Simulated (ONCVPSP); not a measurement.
# N: generating and testing an ONCV potential

Task: generate the file, and judge it by its errors in other configurations, its logarithmic derivatives, its ghosts and its cutoff.

Method: ONCVPSP 4.0.1, PBEsol, scalar-relativistic.

**1. Starting point**

Typed settings, in words:

```
element                 : nitrogen (N, Z = 7)
type                    : optimised norm-conserving Vanderbilt (ONCV)
frozen core             : [He]
valence charge          : 5
reference configuration : 2s2 2p3
partial waves           : 2s: rc 0.85 bohr, ncon 4, nbas 8, qcut 7.7 1/bohr, 2 projectors, debl 1.9 Ha; 2p: rc 1.75 bohr, ncon 4, nbas 7, qcut 8 1/bohr, 1 projector; d scattering state at 0.37 Ha: rc 1.45 bohr, ncon 3, nbas 7, qcut 5.9 1/bohr, 2 projectors, debl 2.7 Ha
local potential         : polynomial inside 0.80 bohr (lpopt 5, dvloc0 0 Ha)
core correction         : Teter function fitted to the true core (icmod 2), fcfact 0.55
```

The outer shells as boxes (Hund's rule for the drawing; the calculation is spin-unpolarised):

```
[He] core
2s [↑↓]
2p [↑ ][↑ ][↑ ]
```

An earlier all-electron run gives the scale for the radii.

All-electron outer shells of the reference configuration (PBEsol, scalar-relativistic, ld1.x):

```json
{"shell": "1s", "level (eV)": "-383.09", "outermost node (bohr)": "–", "outermost maximum (bohr)": "0.15"}
{"shell": "2s", "level (eV)": "-18.46", "outermost node (bohr)": "0.32", "outermost maximum (bohr)": "1.02"}
{"shell": "2p", "level (eV)": "-7.04", "outermost node (bohr)": "–", "outermost maximum (bohr)": "0.98"}
```

**2. Generation**

Input file N.dat:

```
# ATOM AND REFERENCE CONFIGURATION
# atsym  z   nc   nv     iexc    psfile
  N 7.00    1    2  -116133      upf
#
#   n    l    f
    1    0    2.00
    2    0    2.00
    2    1    3.00
#
# PSEUDOPOTENTIAL AND OPTIMIZATION
# lmax
    2
#
#   l,   rc,      ep,       ncon, nbas, qcut
    0    0.85    0.00    4    8    7.70
    1    1.75    0.00    4    7    8.00
    2    1.45    0.37    3    7    5.90
#
# LOCAL POTENTIAL
# lloc, lpopt,  rc(5),   dvloc0
    4    5    0.80    0.00
#
# VANDERBILT-KLEINMAN-BYLANDER PROJECTORs
# l, nproj, debl
    0    2    1.90
    1    1    0.80
    2    2    2.70
#
# MODEL CORE CHARGE
# icmod, fcfact, rcfact
    2    0.55    0.75
#
# LOG DERIVATIVE ANALYSIS
# epsh1, epsh2, depsh
   -2.00    5.00    0.02
#
# OUTPUT GRID
# rlmax, drl
    6.00    0.01
#
# TEST CONFIGURATIONS
# ncnf
    4
# nvcnf
#   n    l    f
    2
    2    0    2.00
    2    1    2.00
#
    2
    2    0    2.00
    2    1    1.00
#
    2
    2    0    2.00
    2    1    0.00
#
    2
    2    0    2.00
    2    1    2.50
#
```

Started as:

```console
oncvpsp.x < N.dat > N.out
```

Before running it: what results should come out? Wanted: cutoffs for 1 and 0.1 mHa per electron, occupied waves; bound ghosts; GHOST(+) flags; largest test error; largest phase difference near zero energy, channels read; rms error of d²Exc/dn², without and with the model core.

As calculated:

```
                                                quantity                  value
  cutoffs for 1 and 0.1 mHa per electron, occupied waves        29 Ha and 98 Ha
                                            bound ghosts             none found
                                          GHOST(+) flags     none at low energy
                            largest test error (AE − PS)  +925 meV, for 2s2 2p0
largest phase difference near zero energy, channels read              0.005 rad
 rms error of d²Exc/dn², without and with the model core      1.75 and 1.52 mHa
```

What this shows: By total energies transferability is poor: the largest error is 925 meV on 89.1 eV, for 2s2 2p0. That test lies far up in energy; among those under 40 eV, nearer to bonding, the largest error is 20 meV. By its cutoff, 29 Ha for the looser tolerance, it is of middling hardness. The tighter tolerance needs 98 Ha, and converged work needs a cutoff nearer that. At the looser tolerance the 2s wave is the slowest; 2p needs 21 Ha. The program's ghost test flags no bound state. Near zero energy the phases of the channels with partial waves agree within 0.005 rad. All of this concerns the isolated atom, not yet a solid.
